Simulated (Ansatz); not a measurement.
**C3H4BF (SMILES C#CB(C)F): single points off equilibrium**

One table from this session's results is given with a row withheld; the runs are named, their logs left out.

The runs use Ansatz 0.2.0, Gaussian basis; single points in def2-TZVPP.

Correlated methods freeze the cores. B3LYP uses VWN-RPA correlation.

**The starting structure**

SMILES `C#CB(C)F`, 9 atoms, charge 0, spin multiplicity 1.

Atoms are counted from 1 here; the program's logs count them from 0.

Bond lengths: C1–C2 1.222 Å, C1–H6 1.042 Å, C2–B3 1.510 Å, B3–C4 1.569 Å, B3–F5 1.330 Å, C4–H7 1.072 Å, C4–H8 1.087 Å, C4–H9 1.088 Å. Angles: C2–C1–H6 177.0°, C1–C2–B3 175.5°, C2–B3–C4 123.4°, C2–B3–F5 117.8°, C4–B3–F5 118.8°, B3–C4–H7 111.2°, B3–C4–H8 110.5°, B3–C4–H9 112.9°, H7–C4–H8 107.4°, H7–C4–H9 107.1°, H8–C4–H9 107.5°.

As a file:

```mol
C3H4BF
  3D, bonds by distance, orders not assigned

  9  8  0  0  0  0  0  0  0  0999 V2000
    0.2626    2.3923    0.2089 C   0  0
    0.1314    1.2550   -0.2178 C   0  0
    0.0479   -0.1854   -0.6620 B   0  0
   -0.1724   -1.3838    0.3271 C   0  0
    0.1596   -0.4406   -1.9622 F   0  0
    0.3310    3.3762    0.5441 H   0  0
    0.6380   -2.0829    0.2748 H   0  0
   -1.0832   -1.9218    0.0766 H   0  0
   -0.2544   -1.0664    1.3643 H   0  0
  1  2  8  0
  1  6  8  0
  2  3  8  0
  3  4  8  0
  3  5  8  0
  4  7  8  0
  4  8  8  0
  4  9  8  0
M  END
```

The first run:

Contents of run/in.yaml:

```yaml
crystal:
  periodic: [false, false, false]
  atoms:
    - {symbol: C, position_ang: [0.262600, 2.392300, 0.208900]}
    - {symbol: C, position_ang: [0.131400, 1.255000, -0.217800]}
    - {symbol: B, position_ang: [0.047900, -0.185400, -0.662000]}
    - {symbol: C, position_ang: [-0.172400, -1.383800, 0.327100]}
    - {symbol: F, position_ang: [0.159600, -0.440600, -1.962200]}
    - {symbol: H, position_ang: [0.331000, 3.376200, 0.544100]}
    - {symbol: H, position_ang: [0.638000, -2.082900, 0.274800]}
    - {symbol: H, position_ang: [-1.083200, -1.921800, 0.076600]}
    - {symbol: H, position_ang: [-0.254400, -1.066400, 1.364300]}
basis:
  gaussian: {orbitals: def2-TZVPP}
correlation: {method: ccsd_t}
```

Run with:

```bash
$ ansatz run in.yaml --threads 8 --pin off --events-out ev --progress --plain --max-ram 10444MiB
```

Steps of the session up to this table: CCSD(T)/def2-TZVPP; PBE0-D4/def2-TZVPP; wB97M-V/def2-TZVPP; r2SCAN-D4/def2-TZVPP; PBE-D4/def2-TZVPP; B3LYP-D4/def2-TZVPP; revPBE-D4/def2-TZVPP.

One table of the session follows, with a row left open; its other results are not shown here.

```
   method  RMS force component (eV/Å)  dipole (D)
  PBE0-D4                       0.735        1.56
  wB97M-V                       0.808        1.52
r2SCAN-D4                       0.640        1.52
   PBE-D4                       0.569        1.45
 B3LYP-D4                           ?           ?
revPBE-D4                       0.554        1.42
```

Estimate the missing values for B3LYP-D4.

As computed: RMS force component (eV/Å): 0.705; dipole (D): 1.55. In the column «RMS force component (eV/Å)» it lies between r2SCAN-D4 (0.640) and PBE0-D4 (0.735).
